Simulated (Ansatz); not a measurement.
# NH3 with AsH3: superposition error and deformation

Aim: split the binding of a pair into the counterpoise interaction, the basis-set superposition error and the cost of deforming the fragments.

Computed with Ansatz 0.2.0, Gaussian basis. Level: PBE0-D4 structures, single points in def2-TZVPPD.

Levels: PBE-D4, revPBE-D4, BLYP-D4, r2SCAN-D4, B97M-V, PBE0-D4, B3LYP-D4, HSE06-D4, wB97X-V, wB97M-V, B2PLYP, Hartree-Fock, MP2, CCSD, CCSD(T).

Correlated methods freeze the cores. Filled d shells of the heavier atoms are correlated. B3LYP uses VWN-RPA correlation. B2PLYP carries no dispersion term here.

129 further runs of the same task are left out: 129 set aside as unsound or not needed. Runs told in other sessions of the task aren't counted.

## Step 1: The system as given

The relaxed pair: 8 atoms, charge 0, spin multiplicity 1.

Atoms are counted from 1 here; the program's logs count them from 0.

Bond lengths: N1–H2 1.013 Å, N1–H3 1.013 Å, N1–H4 1.013 Å, As5–H6 1.518 Å, As5–H7 1.518 Å, As5–H8 1.531 Å. Angles: H2–N1–H3 107.2°, H2–N1–H4 107.1°, H3–N1–H4 107.3°, H6–As5–H7 92.6°, H6–As5–H8 92.1°, H7–As5–H8 92.1°.

Coordinates:

```
N     0.06779    0.10686   -1.57363
H     0.77093   -0.51274   -1.95711
H    -0.80531   -0.10454   -2.04116
H     0.32762    1.05025   -1.83414
As    0.33302    0.28580    1.64122
H    -1.15269    0.37367    1.34088
H     0.38543   -1.19334    1.30256
H     0.07322   -0.00606    3.12138
```

Atoms 1 to 4 are fragment A (NH3), the rest fragment B (AsH3). From earlier runs, pair energy (eV) and counterpoise interaction (meV):

```tsv
method	E(pair)	interaction
PBE-D4	-62418.44980	-91
revPBE-D4	-62424.70094	-81
BLYP-D4	-62430.38892	-78
r2SCAN-D4	-62428.45581	-73
B97M-V	-62418.22008	-90
PBE0-D4	-62420.41695	-86
B3LYP-D4	-62431.29798	-82
HSE06-D4	-62420.35682	-86
wB97X-V	-62423.50480	-77
wB97M-V	-62425.04195	-80
B2PLYP	-62418.17182	-38
Hartree-Fock	-62372.68190	1
MP2	-62387.06066	-62
CCSD(T)	-62388.35660	-58
```

First each fragment is run alone in its own basis, frozen in the shape it has in the pair (a, b).

## Step 2: PBE-D4/def2-TZVPPD

a/in.yaml reads:

```yaml
crystal:
  periodic: [false, false, false]
  atoms:
    - {symbol: N, position_ang: [0.067787, 0.106863, -1.573633]}
    - {symbol: H, position_ang: [0.770932, -0.512739, -1.957113]}
    - {symbol: H, position_ang: [-0.805313, -0.104536, -2.041157]}
    - {symbol: H, position_ang: [0.327623, 1.050250, -1.834136]}
basis:
  gaussian: {orbitals: "def2-TZVPPD.json"}
hamiltonian: {xc: pbe, dispersion: d4}
```

b/in.yaml reads:

```yaml
crystal:
  periodic: [false, false, false]
  atoms:
    - {symbol: As, position_ang: [0.333019, 0.285795, 1.641216]}
    - {symbol: H, position_ang: [-1.152692, 0.373665, 1.340880]}
    - {symbol: H, position_ang: [0.385425, -1.193341, 1.302561]}
    - {symbol: H, position_ang: [0.073219, -0.006057, 3.121382]}
basis:
  gaussian: {orbitals: "def2-TZVPPD.json"}
hamiltonian: {xc: pbe, dispersion: d4}
```

The basis file named in the input lies beside it (Basis Set Exchange, JSON).

The same command starts each run, in its folder.

Run with:

```console
$ ansatz run in.yaml --threads 4 --pin off --events-out ev --progress --plain --max-ram 9574MiB
```

Log of a:

```text
Functional definition: PBE
  name "PBE"
  cite "Perdew, Burke & Ernzerhof, Phys. Rev. Lett. 77, 3865 (1996) doi:10.1103/PhysRevLett.77.3865"
  parent pbe
  parameter kappa = 0.804
  parameter beta = 0.06672455060314922
  exchange = pbe_x(kappa = kappa, mu = beta*pi^2/3)
  correlation = pbe_c(beta = beta)
356 factors; their error is unknown
mean field evaluation 1: about -1529.6019 eV, gradient 6.7e1 eV
mean field evaluation 2: about -1502.5206 eV, gradient 1.1e2 eV
mean field evaluation 4: about -1537.7852 eV, gradient 1.9e0 eV
mean field evaluation 8: about -1537.7861 eV, gradient 2.6e-2 eV
mean field -1537.78614255 eV, -56.5125983900 hartree, gradient 8.4e-5 eV, S^2 0.000000; 0 other end points of the search recorded, 0 dependent functions left out
reference -1537.78616965 eV, -56.5125993857 hartree; 5, 5 occupied and 83, 83 virtual orbitals, 356 factors
Total energy: -1537.79754509 eV, -56.5130174256 hartree
```

b printed (excerpt; [...] marks lines left out):

```text
[... 4 set-up lines as earlier in the session ...]
[...]
584 factors; their error is unknown
[...]
mean field -60880.51951961 eV, -2237.3178260474 hartree, gradient 4.5e-5 eV, S^2 0.000000; 0 other end points of the search recorded, 0 dependent functions left out
reference -60880.51954902 eV, -2237.3178271282 hartree; 18, 18 occupied and 87, 87 virtual orbitals, 584 factors
Total energy: -60880.55276176 eV, -2237.3190476738 hartree
```

Times: 0.25 s (a), 0.4 s (b) on 4 threads of Arm Neoverse V1, shared host.

## Step 3: r2SCAN-D4/def2-TZVPPD

Each input of step 2 (a, b) changes in the same lines:

```diff
-hamiltonian: {xc: pbe, dispersion: d4}
+hamiltonian: {xc: r2scan, dispersion: d4}
```

Each run has its own folder and the same command.

Run with:

```console
$ ansatz run in.yaml --threads 4 --pin off --events-out ev --progress --plain --max-ram 9574MiB
```

Log of a (excerpt; [...] marks lines left out):

```text
Functional definition: r2SCAN
  name "r2SCAN"
  cite "Furness, Kaplan, Ning, Perdew & Sun, J. Phys. Chem. Lett. 11, 8208 (2020) doi:10.1021/acs.jpclett.0c02405"
  cite "Furness, Kaplan, Ning, Perdew & Sun, J. Phys. Chem. Lett. 11, 9248 (2020) doi:10.1021/acs.jpclett.0c03077"
  parent r2scan
[...]
356 factors; their error is unknown
[...]
mean field -1538.79931197 eV, -56.5498316794 hartree, gradient 1.5e-5 eV, S^2 0.000000; 0 other end points of the search recorded, 0 dependent functions left out
reference -1538.79931994 eV, -56.5498319723 hartree; 5, 5 occupied and 83, 83 virtual orbitals, 356 factors
Total energy: -1538.80203231 eV, -56.5499316499 hartree
```

Log of b (excerpt; [...] marks lines left out):

```text
[... 5 set-up lines as earlier in the session ...]
[...]
584 factors; their error is unknown
[...]
mean field -60889.56691738 eV, -2237.6503117831 hartree, gradient 3.1e-5 eV, S^2 0.000000; 0 other end points of the search recorded, 0 dependent functions left out
reference -60889.56692555 eV, -2237.6503120832 hartree; 18, 18 occupied and 87, 87 virtual orbitals, 584 factors
Total energy: -60889.57416961 eV, -2237.6505782975 hartree
```

They took 0.6 s (a), 1 s (b) on 4 threads of Arm Neoverse V1, shared host.

## Step 4: PBE0-D4/def2-TZVPPD

Each input of step 3 (a, b) changes in the same lines:

```diff
-hamiltonian: {xc: r2scan, dispersion: d4}
+hamiltonian: {xc: pbe0, dispersion: d4}
+output: {orbitals: {seedname: orbitals}}
```

The same command starts each run, in its folder.

Run with:

```console
$ ansatz run in.yaml --threads 4 --pin off --events-out ev --progress --plain --max-ram 9574MiB
```

Log of a (excerpt; [...] marks lines left out):

```text
Functional definition: PBE0
  name "PBE0"
  cite "Adamo & Barone, J. Chem. Phys. 110, 6158 (1999) doi:10.1063/1.478522"
[... 2 set-up lines as earlier in the session ...]
[...]
356 factors; their error is unknown
[...]
mean field -1537.91271442 eV, -56.5172498203 hartree, gradient 2.8e-5 eV, S^2 0.000000; 0 other end points of the search recorded, 0 dependent functions left out
reference -1537.91273429 eV, -56.5172505506 hartree; 5, 5 occupied and 83, 83 virtual orbitals, 356 factors
Total energy: -1537.92184808 eV, -56.5175854762 hartree
```

b printed (excerpt; [...] marks lines left out):

```text
[... 5 set-up lines as earlier in the session ...]
[...]
614 factors; their error is unknown
[...]
mean field -60882.37502658 eV, -2237.3860146710 hartree, gradient 3.3e-5 eV, S^2 0.000000; 0 other end points of the search recorded, 0 dependent functions left out
reference -60882.37504946 eV, -2237.3860155115 hartree; 18, 18 occupied and 87, 87 virtual orbitals, 614 factors
Total energy: -60882.40212499 eV, -2237.3870105192 hartree
```

Wall times: 0.25 s (a), 0.6 s (b) on 4 threads of Arm Neoverse V1, shared host.

## Step 5: B3LYP-D4/def2-TZVPPD

Each input of step 4 (a, b) changes in the same lines:

```diff
-hamiltonian: {xc: pbe0, dispersion: d4}
-output: {orbitals: {seedname: orbitals}}
+hamiltonian: {xc: {name: B3LYP}, dispersion: d4}
```

Each run has its own folder and the same command.

Run with:

```console
$ ansatz run in.yaml --threads 4 --pin off --events-out ev --progress --plain --max-ram 9574MiB
```

Output in a (excerpt; [...] marks lines left out):

```text
Functional definition: B3LYP
  name "B3LYP"
  cite "Stephens, Devlin, Chabalowski & Frisch, J. Phys. Chem. 98, 11623 (1994) doi:10.1021/j100096a001"
  cite "Becke, Phys. Rev. A 38, 3098 (1988) doi:10.1103/PhysRevA.38.3098"
  cite "Lee, Yang & Parr, Phys. Rev. B 37, 785 (1988) doi:10.1103/PhysRevB.37.785"
  cite "Vosko, Wilk & Nusair, Can. J. Phys. 58, 1200 (1980) doi:10.1139/p80-159"
[...]
356 factors; their error is unknown
[...]
mean field -1539.90014886 eV, -56.5902866889 hartree, gradient 2.3e-5 eV, S^2 0.000000; 0 other end points of the search recorded, 0 dependent functions left out
reference -1539.90031486 eV, -56.5902927892 hartree; 5, 5 occupied and 83, 83 virtual orbitals, 356 factors
Total energy: -1539.91837175 eV, -56.5909563675 hartree
```

Output in b (excerpt; [...] marks lines left out):

```text
[... 6 set-up lines as earlier in the session ...]
[...]
609 factors; their error is unknown
[...]
mean field -60891.23629166 eV, -2237.7116601563 hartree, gradient 4.2e-5 eV, S^2 0.000000; 0 other end points of the search recorded, 0 dependent functions left out
reference -60891.23648354 eV, -2237.7116672075 hartree; 18, 18 occupied and 87, 87 virtual orbitals, 609 factors
Total energy: -60891.29078913 eV, -2237.7136629012 hartree
```

Times: 0.3 s (a), 1.5 s (b) on 4 threads of Arm Neoverse V1, shared host.

## Step 6: wB97X-V/def2-TZVPPD

The same edit goes into each in.yaml of step 5 (a, b):

```diff
-hamiltonian: {xc: {name: B3LYP}, dispersion: d4}
+hamiltonian: {xc: {name: wB97X-V}}
```

Each run has its own folder and the same command.

Run with:

```console
$ ansatz run in.yaml --threads 4 --pin off --events-out ev --progress --plain --max-ram 9574MiB
```

a printed (excerpt; [...] marks lines left out):

```text
Functional definition: wB97X-V
  name "wB97X-V"
  cite "Mardirossian & Head-Gordon, Phys. Chem. Chem. Phys. 16, 9904 (2014) doi:10.1039/C3CP54374A"
  cite "Becke, J. Chem. Phys. 107, 8554 (1997) doi:10.1063/1.475007"
  cite "Vydrov & Van Voorhis, J. Chem. Phys. 133, 244103 (2010) doi:10.1063/1.3521275"
[...]
      + integral(e_c_pw_opposite_spin*poly(b97_u_opposite, cos0, cos1)) + vv10(b, c)
356 factors; their error is unknown
117 factors; integrals over basis functions are off by at most 7.3e-6 eV
[...]
mean field -1539.18339033 eV, -56.5639462988 hartree, gradient 4.1e-6 eV, S^2 0.000000; 0 other end points of the search recorded, 0 dependent functions left out
reference -1539.18338901 eV, -56.5639462500 hartree; 5, 5 occupied and 83, 83 virtual orbitals, 356 factors
Total energy: -1539.18338901 eV, -56.5639462500 hartree
```

Output in b (excerpt; [...] marks lines left out):

```text
[... 5 set-up lines as earlier in the session ...]
[...]
      + integral(e_c_pw_opposite_spin*poly(b97_u_opposite, cos0, cos1)) + vv10(b, c)
602 factors; their error is unknown
154 factors; integrals over basis functions are off by at most 1.8e-5 eV
[...]
mean field -60884.23840506 eV, -2237.4544925671 hartree, gradient 4.1e-5 eV, S^2 0.000000; 0 other end points of the search recorded, 0 dependent functions left out
reference -60884.23840364 eV, -2237.4544925148 hartree; 18, 18 occupied and 87, 87 virtual orbitals, 602 factors
Total energy: -60884.23840364 eV, -2237.4544925148 hartree
```

Times: 0.67 s (a), 1.6 s (b) on 4 threads of Arm Neoverse V1, shared host.

## Step 7: wB97M-V/def2-TZVPPD

Each input of step 6 (a, b) changes in the same lines:

```diff
-hamiltonian: {xc: {name: wB97X-V}}
+hamiltonian: {xc: {name: wB97M-V}}
```

One command serves all of them, each in its own folder.

Run with:

```console
$ ansatz run in.yaml --threads 4 --pin off --events-out ev --progress --plain --max-ram 9574MiB
```

Output in a (excerpt; [...] marks lines left out):

```text
Functional definition: wB97M-V
  name "wB97M-V"
  cite "Mardirossian & Head-Gordon, J. Chem. Phys. 144, 214110 (2016) doi:10.1063/1.4952647"
[... 2 set-up lines as earlier in the session ...]
  # Of w^i u^j: cxij and so on, Table III.
[...]
  gx(w, u) = 1 - cx + cx01*u + cx10*w
[...]
      + integral(e_c_pw_mod_opposite_spin*gos(b97_w_opposite, b97_u_opposite)) + vv10(b, c)
356 factors; their error is unknown
117 factors; integrals over basis functions are off by at most 7.3e-6 eV
[...]
mean field -1538.88747942 eV, -56.5530717733 hartree, gradient 2.4e-5 eV, S^2 0.000000; 0 other end points of the search recorded, 0 dependent functions left out
reference -1538.88751250 eV, -56.5530729891 hartree; 5, 5 occupied and 83, 83 virtual orbitals, 356 factors
Total energy: -1538.88751250 eV, -56.5530729891 hartree
```

b printed (excerpt; [...] marks lines left out):

```text
[... 5 set-up lines as earlier in the session ...]
  # Of w^i u^j: cxij and so on, Table III.
[...]
  gx(w, u) = 1 - cx + cx01*u + cx10*w
[...]
      + integral(e_c_pw_mod_opposite_spin*gos(b97_w_opposite, b97_u_opposite)) + vv10(b, c)
595 factors; their error is unknown
154 factors; integrals over basis functions are off by at most 1.8e-5 eV
[...]
mean field -60886.06541856 eV, -2237.5216340747 hartree, gradient 4.4e-5 eV, S^2 0.000000; 0 other end points of the search recorded, 0 dependent functions left out
reference -60886.06545357 eV, -2237.5216353613 hartree; 18, 18 occupied and 87, 87 virtual orbitals, 595 factors
Total energy: -60886.06545357 eV, -2237.5216353613 hartree
```

Times: 0.7 s (a), 1.7 s (b) on 4 threads of Arm Neoverse V1, shared host.

## Step 8: B2PLYP/def2-TZVPPD

Each input of step 7 (a, b) changes in the same lines:

```diff
-hamiltonian: {xc: {name: wB97M-V}}
+hamiltonian: {xc: {name: B2PLYP}}
```

Each run has its own folder and the same command.

Run with:

```console
$ ansatz run in.yaml --threads 4 --pin off --events-out ev --progress --plain --max-ram 9574MiB
```

Log of a (excerpt; [...] marks lines left out):

```text
Functional definition: B2PLYP
  name "B2PLYP"
  cite "Grimme, J. Chem. Phys. 124, 034108 (2006) doi:10.1063/1.2148954"
[... 2 set-up lines as earlier in the session ...]
[...]
497 factors; integrals over basis functions are off by at most 8.2e-4 eV
[...]
mean field -1536.41570865 eV, -56.4622358727 hartree, gradient 2.4e-6 eV, S^2 0.000000; 0 other end points of the search recorded, 0 dependent functions left out
1 core orbitals not correlated: weight in the atoms' cores, before any rotation towards them, 1.000 or more for the frozen orbitals, at most 0.000 for the correlated occupied ones
reference -1536.41581227 eV, -56.4622396809 hartree; 4, 4 occupied and 83, 83 virtual orbitals, 497 factors
second order -7.69339968 eV of doubles, -0.00000000 eV of singles
Total energy: -1538.49303018 eV, -56.5385760312 hartree
```

Log of b (excerpt; [...] marks lines left out):

```text
[... 5 set-up lines as earlier in the session ...]
[...]
602 factors; integrals over basis functions are off by at most 8.2e-4 eV
[...]
mean field -60877.06276514 eV, -2237.1907926635 hartree, gradient 4.1e-6 eV, S^2 0.000000; 0 other end points of the search recorded, 0 dependent functions left out
9 core orbitals not correlated: weight in the atoms' cores, before any rotation towards them, 1.000 or more for the frozen orbitals, at most 0.000 for the correlated occupied ones
reference -60877.06288988 eV, -2237.1907972478 hartree; 9, 9 occupied and 87, 87 virtual orbitals, 602 factors
second order -9.50349539 eV of doubles, -0.00000000 eV of singles
Total energy: -60879.62883363 eV, -2237.2850939415 hartree
```

Times: 0.4 s (a), 1.8 s (b) on 4 threads of Arm Neoverse V1, shared host.

## Step 9: BLYP-D4/def2-TZVPPD

The same edit goes into each in.yaml of step 8 (a, b):

```diff
-hamiltonian: {xc: {name: B2PLYP}}
+hamiltonian: {xc: {name: BLYP}, dispersion: d4}
```

One command serves all of them, each in its own folder.

Run with:

```console
$ ansatz run in.yaml --threads 4 --pin off --events-out ev --progress --plain --max-ram 9574MiB
```

a printed (excerpt; [...] marks lines left out):

```text
Functional definition: BLYP
  name "BLYP"
[... 2 set-up lines as earlier in the session ...]
[...]
356 factors; their error is unknown
[...]
mean field -1539.16538985 eV, -56.5632847931 hartree, gradient 6.6e-5 eV, S^2 0.000000; 0 other end points of the search recorded, 0 dependent functions left out
reference -1539.16561946 eV, -56.5632932314 hartree; 5, 5 occupied and 83, 83 virtual orbitals, 356 factors
Total energy: -1539.19306264 eV, -56.5643017496 hartree
```

Output in b (excerpt; [...] marks lines left out):

```text
[... 4 set-up lines as earlier in the session ...]
[...]
584 factors; their error is unknown
[...]
mean field -60891.03133502 eV, -2237.7041281385 hartree, gradient 2.2e-5 eV, S^2 0.000000; 0 other end points of the search recorded, 0 dependent functions left out
reference -60891.03158359 eV, -2237.7041372735 hartree; 18, 18 occupied and 87, 87 virtual orbitals, 584 factors
Total energy: -60891.10921455 eV, -2237.7069901586 hartree
```

Times: 0.25 s (a), 0.5 s (b) on 4 threads of Arm Neoverse V1, shared host.

## Step 10: revPBE-D4/def2-TZVPPD

Each input of step 9 (a, b) changes in the same lines:

```diff
-hamiltonian: {xc: {name: BLYP}, dispersion: d4}
+hamiltonian: {xc: {name: revPBE}, dispersion: d4}
```

One command serves all of them, each in its own folder.

Run with:

```console
$ ansatz run in.yaml --threads 4 --pin off --events-out ev --progress --plain --max-ram 9574MiB
```

Output in a (excerpt; [...] marks lines left out):

```text
Functional definition: revPBE
  name "revPBE"
  cite "Zhang & Yang, Phys. Rev. Lett. 80, 890 (1998) doi:10.1103/PhysRevLett.80.890"
[... 1 set-up line as earlier in the session ...]
[...]
356 factors; their error is unknown
[...]
mean field -1539.33631248 eV, -56.5695660840 hartree, gradient 6.8e-6 eV, S^2 0.000000; 0 other end points of the search recorded, 0 dependent functions left out
reference -1539.33634640 eV, -56.5695673305 hartree; 5, 5 occupied and 83, 83 virtual orbitals, 356 factors
Total energy: -1539.39076595 eV, -56.5715672123 hartree
```

Output in b (excerpt; [...] marks lines left out):

```text
[... 4 set-up lines as earlier in the session ...]
[...]
584 factors; their error is unknown
[...]
mean field -60885.09935867 eV, -2237.4861320286 hartree, gradient 1.2e-5 eV, S^2 0.000000; 0 other end points of the search recorded, 0 dependent functions left out
reference -60885.09939496 eV, -2237.4861333622 hartree; 18, 18 occupied and 87, 87 virtual orbitals, 584 factors
Total energy: -60885.22056972 eV, -2237.4905864526 hartree
```

Wall times: 0.25 s (a), 0.45 s (b) on 4 threads of Arm Neoverse V1, shared host.

## Step 11: B97M-V/def2-TZVPPD

Each input of step 10 (a, b) changes in the same lines:

```diff
-hamiltonian: {xc: {name: revPBE}, dispersion: d4}
+hamiltonian: {xc: {name: B97M-V}}
```

Each run has its own folder and the same command.

Run with:

```console
$ ansatz run in.yaml --threads 4 --pin off --events-out ev --progress --plain --max-ram 9574MiB
```

Log of a (excerpt; [...] marks lines left out):

```text
Functional definition: B97M-V
  name "B97M-V"
  cite "Mardirossian & Head-Gordon, J. Chem. Phys. 142, 074111 (2015) doi:10.1063/1.4907719"
[... 2 set-up lines as earlier in the session ...]
  # Of w^i u^j: cxij and so on, Table III.
[...]
  gx(w, u) = cx00 + cx01*u + cx02*u^2 + (cx10 + cx11*u)*w
[...]
  gos(w, u) = cos00 + cos01*u + cos03*u^3 + cos10*w + cos32*w^3*u^2
[...]
      + integral(e_c_pw_mod_opposite_spin*gos(b97_w_opposite, b97_u_opposite)) + vv10(b, c)
356 factors; their error is unknown
[...]
mean field -1539.43455649 eV, -56.5731764850 hartree, gradient 5.4e-5 eV, S^2 0.000000; 0 other end points of the search recorded, 0 dependent functions left out
reference -1539.43459629 eV, -56.5731779475 hartree; 5, 5 occupied and 83, 83 virtual orbitals, 356 factors
Total energy: -1539.43459629 eV, -56.5731779475 hartree
```

Output in b (excerpt; [...] marks lines left out):

```text
[... 5 set-up lines as earlier in the session ...]
  # Of w^i u^j: cxij and so on, Table III.
[...]
  gx(w, u) = cx00 + cx01*u + cx02*u^2 + (cx10 + cx11*u)*w
[...]
  gos(w, u) = cos00 + cos01*u + cos03*u^3 + cos10*w + cos32*w^3*u^2
[...]
      + integral(e_c_pw_mod_opposite_spin*gos(b97_w_opposite, b97_u_opposite)) + vv10(b, c)
584 factors; their error is unknown
[...]
mean field -60878.68865418 eV, -2237.2505429839 hartree, gradient 4.3e-5 eV, S^2 0.000000; 0 other end points of the search recorded, 0 dependent functions left out
reference -60878.68869658 eV, -2237.2505445422 hartree; 18, 18 occupied and 87, 87 virtual orbitals, 584 factors
Total energy: -60878.68869658 eV, -2237.2505445422 hartree
```

Wall times: 0.7 s (a), 1.6 s (b) on 4 threads of Arm Neoverse V1, shared host.

## Step 12: HSE06-D4/def2-TZVPPD

The same edit goes into each in.yaml of step 11 (a, b):

```diff
-hamiltonian: {xc: {name: B97M-V}}
+hamiltonian: {xc: hse06, dispersion: d4}
```

Each run has its own folder and the same command.

Run with:

```console
$ ansatz run in.yaml --threads 4 --pin off --events-out ev --progress --plain --max-ram 9574MiB
```

Log of a (excerpt; [...] marks lines left out):

```text
Functional definition: HSE06
  name "HSE06"
  cite "Heyd, Scuseria & Ernzerhof, J. Chem. Phys. 118, 8207 (2003) doi:10.1063/1.1564060"
  cite "Krukau, Vydrov, Izmaylov & Scuseria, J. Chem. Phys. 125, 224106 (2006) doi:10.1063/1.2404663"
  cite "Heyd & Scuseria, J. Chem. Phys. 120, 7274 (2004) doi:10.1063/1.1668634"
  cite "Ernzerhof & Perdew, J. Chem. Phys. 109, 3313 (1998) doi:10.1063/1.476928"
[...]
  # The whole range is PBE's own exchange, as in plane waves. The composition of these papers is wPBEh.
[...]
356 factors; their error is unknown
44 factors; integrals over basis functions are off by at most 2.9e-6 eV
[...]
mean field -1537.82537465 eV, -56.5140401430 hartree, gradient 3.1e-5 eV, S^2 0.000000; 0 other end points of the search recorded, 0 dependent functions left out
reference -1537.82540111 eV, -56.5140411153 hartree; 5, 5 occupied and 83, 83 virtual orbitals, 356 factors
Total energy: -1537.83360127 eV, -56.5143424656 hartree
```

b printed (excerpt; [...] marks lines left out):

```text
[... 6 set-up lines as earlier in the session ...]
[...]
614 factors; their error is unknown
56 factors; integrals over basis functions are off by at most 2.7e-6 eV
[...]
mean field -60882.40613933 eV, -2237.3871580433 hartree, gradient 3.3e-5 eV, S^2 0.000000; 0 other end points of the search recorded, 0 dependent functions left out
reference -60882.40616980 eV, -2237.3871591630 hartree; 18, 18 occupied and 87, 87 virtual orbitals, 614 factors
Total energy: -60882.43107127 eV, -2237.3880742751 hartree
```

Times: 0.3 s (a), 1 s (b) on 4 threads of Arm Neoverse V1, shared host.

[end of part 1 of 3]
